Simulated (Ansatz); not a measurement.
# GdN: the cost of one run

Computed with Ansatz 0.2.0 (DFT PBEsol, scalar-relativistic, plane waves, PAW, unless a step's input says otherwise).

## 1. The starting structure

Symmetry: F-43m, No. 216, cubic system. Conventional cell: a = 5.273 Å, b = 5.273 Å, c = 5.273 Å, α = 90.00°, β = 90.00°, γ = 90.00°. Gd (site symmetry -43m) is surrounded by 4 N at 2.28 Å. N (site symmetry -43m) is surrounded by 4 Gd at 2.28 Å.

As a file:

```cif
data_structure
_symmetry_space_group_name_H-M 'P 1'
_symmetry_Int_Tables_number 1
_cell_length_a 3.7287
_cell_length_b 3.7287
_cell_length_c 3.7287
_cell_angle_alpha 60.000
_cell_angle_beta 60.000
_cell_angle_gamma 60.000
_cell_volume 36.66
loop_
_atom_site_label
_atom_site_type_symbol
_atom_site_fract_x
_atom_site_fract_y
_atom_site_fract_z
_atom_site_occupancy
Gd1 Gd 0.00000 0.00000 0.00000 1
N1 N 0.25000 0.25000 0.25000 1
```

This cell comes from an earlier session at PBEsol: 18.328 Å³/atom at -0.07 GPa, on a 10×10×10 mesh.

Volume factors to run: 0.980, 1.020, 0.960, 1.040.

## 2. Scaling the volume by 0.980

The input, input.yaml:

```yaml
crystal:
  lattice:
    - [0.0, 2.6188733743, 2.6188733743]
    - [2.6188733743, 0.0, 2.6188733743]
    - [2.6188733743, 2.6188733743, 0.0]
  atoms:
    - { symbol: Gd, position: [0.0, 0.0, 0.0], spin: 7.45 }
    - { symbol: "N", position: [0.25, 0.25, 0.25] }
basis:
  ecutwfc: 420
  ecutrho_ratio: 4
kpoints:
  mp_grid: { grid: [10, 10, 10] }
hamiltonian:
  xc: pbesol
scf:
  occupations: { method: gaussian, width: 0.05 }
output:
  forces: true
  stress: true
  eigenvalues: true
  populations: true
magnetization:
  spin_polarized: true
```

**Question.** How long does this run take on 4 threads of an Arm CPU, shared host, and how much memory does it need?

About 6 s, with a peak of 0.4 GiB.
